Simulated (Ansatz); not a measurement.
# HfBe₂, space group P6/mmm: a surface slab

Program: Ansatz 0.2.0, Python API.

Input file `hfbe2.cif`:
```cif
data_HfBe2
_cell_length_a 3.779501
_cell_length_b 3.779501
_cell_length_c 3.169958
_cell_angle_alpha 90.00000
_cell_angle_beta 90.00000
_cell_angle_gamma 120.00000
_symmetry_space_group_name_H-M 'P 1'
_symmetry_Int_Tables_number 1
loop_
_symmetry_equiv_pos_as_xyz
'x, y, z'
loop_
_atom_site_label
_atom_site_type_symbol
_atom_site_fract_x
_atom_site_fract_y
_atom_site_fract_z
Hf1 Hf    0.000000    0.000000    0.000000
Be2 Be    0.333333    0.666667    0.500000
Be3 Be    0.666667    0.333333    0.500000
```

Script `run_slab.py`:
```python
"""A surface of HfBe2: energy and work function."""

import logging
import sys
import warnings

import ansatz
from ase.build import surface
from ase.io import read
import numpy as np

logging.basicConfig(stream=sys.stdout, format="%(levelname)s:%(name)s:%(message)s")
logger = logging.getLogger("hfbe2")
logger.setLevel(logging.INFO)

warnings.simplefilter("ignore", ansatz.DeckWarning)

atoms = read("hfbe2.cif")
# Miller indices count the vectors of the cell as typed
slab = surface(atoms, (0, 0, 1), 3, vacuum=6.0)
slab.pbc = True

print(slab.get_chemical_formula(), "area {:.3f} A^2, cell height {:.2f} A".format(np.linalg.norm(np.cross(slab.cell[0], slab.cell[1])), slab.cell[2, 2]))


def prepared(structure):
    return (
        ansatz.Crystal.from_ase(structure).calculation()
        .functional("PBEsol")
        .occupations("fermi_dirac", width=0.15)
    )


calculation = prepared(slab).kpoints(5, 5, 1).electric_field(axis=3, dipole_correction=True).potential().forces()
outcome = calculation.run(threads=1, backend="cpu")
rep = outcome.report

logger.info(f"slab free energy {rep['free_energy_ev']:.4f} eV, Fermi level {rep['fermi_energy_ev']:.3f} eV")
face = rep["work_function"]
print("work function (eV), upper and lower face:", *(round(face[k], 3) for k in ("phi_plus_ev", "phi_minus_ev") if face.get(k) is not None))
logger.info(f"dipole {face['dipole_moment_e_ang']:+.4f} e A")

# surface energy from the bulk energy at the same settings
bulk = prepared(atoms).kpoints(7, 7, 7).run(threads=1, backend="cpu").report
excess = rep["free_energy_ev"] - bulk["free_energy_ev"] * len(slab) / len(atoms)
area = np.linalg.norm(np.cross(slab.cell[0], slab.cell[1]))
logger.info(f"mean surface energy {excess / (2 * area) * 16.02177:.3f} J/m^2 ({1000 * excess / (2 * area):.1f} meV/A^2)")

logger.info("z (A) and force along z (eV/A)")
for site, force in sorted(zip(outcome.lattice.sites, rep["forces_ev_ang"]), key=lambda pair: pair[0].position_ang[2]):
    logger.info(f"{site.symbol:3s} {site.position_ang[2]:8.3f} {force[2]:9.4f}")
```

```console
$ python run_slab.py
Be6Hf3 area 12.371 A^2, cell height 19.92 A
RunWarning: efield: at this solve's end the planar-averaged density reaches 2.66e-4 e/Å³ inside the ramp window [0.8998, 0.1002] (bound 1e-5 e/Å³); the window's nearer edge stands 4.00 Å from this solve's nearest atom along the axis. Its work functions, free energy, forces, stress, dipole, levels and responses can be off, and this figure does not tell by how much. The cell may have no vacuum along `efield.axis`. A short vacuum, a low `basis.ecutwfc` or `basis.ecutrho_ratio` and negative [...]
RunWarning: The output density's exchange-correlation potential varies sharply where the density is thin. Do not read a vacuum level from v_tot or v_xc, or from such a field of the output density. On a cell that repeats whose density bears no net charge and no dipole along the vacuum's axis use v_es (v_loc + v_h of the components); under efield.dipole_correction with no amplitude use v_es + v_field, which holds any external_charges[].barrier, or the levels of the report's work_function block, [...]
INFO:hfbe2:slab free energy -47333.8560 eV, Fermi level 4.522 eV
work function (eV), upper and lower face: 4.478 3.727
INFO:hfbe2:dipole -0.0511 e A
INFO:hfbe2:mean surface energy 2.563 J/m^2 (159.9 meV/A^2)
INFO:hfbe2:z (A) and force along z (eV/A)
INFO:hfbe2:Hf     6.000    0.9239
INFO:hfbe2:Be     7.585   -0.2692
INFO:hfbe2:Be     7.585   -0.2692
INFO:hfbe2:Hf     9.170   -0.0497
INFO:hfbe2:Be    10.755   -0.1233
INFO:hfbe2:Be    10.755   -0.1233
INFO:hfbe2:Hf    12.340    0.9926
INFO:hfbe2:Be    13.925   -0.5409
INFO:hfbe2:Be    13.925   -0.5409
```
(Warnings from the package without file and line, shortened.)

Notes:
- Total energies depend on the potentials; only differences at equal settings carry meaning. A total without «per atom» is that of the cell as typed.
- The run is spin-unpolarised.
- The density doesn't vanish in the vacuum (a short gap or a low cutoff), which blurs the vacuum level.
- For a metal this k-point mesh is coarse: on a finer one energies can move by several to tens of meV an atom and pressures by half a GPa or more, differences at one mesh by less.
- Only differences from the Fermi energy are physical; the zero of the scale is a convention.
- The smearing is wide enough that free energy and stress hold a thermal part of the electrons.
- Spin-orbit coupling, which matters for elements this heavy, is left out.
- The structure comes from a database of computed cells and needn't be a stable or known phase.
- The slab is thin and cut from the structure as given; a cut can leave two unlike or polar faces, and the surface energy is then their mean. Miller indices refer to the vectors of the cell as typed, and the lattice isn't relaxed for this functional, so relaxation and surface energy can hold strain.
- The script silences the warnings on its input, which a real study should read.
- Run time: 13 s on 1 thread of Arm Neoverse V1 (shared host), peak memory 0.56 GiB.

(Lines on the test bed's own set-up are left out of the output.)
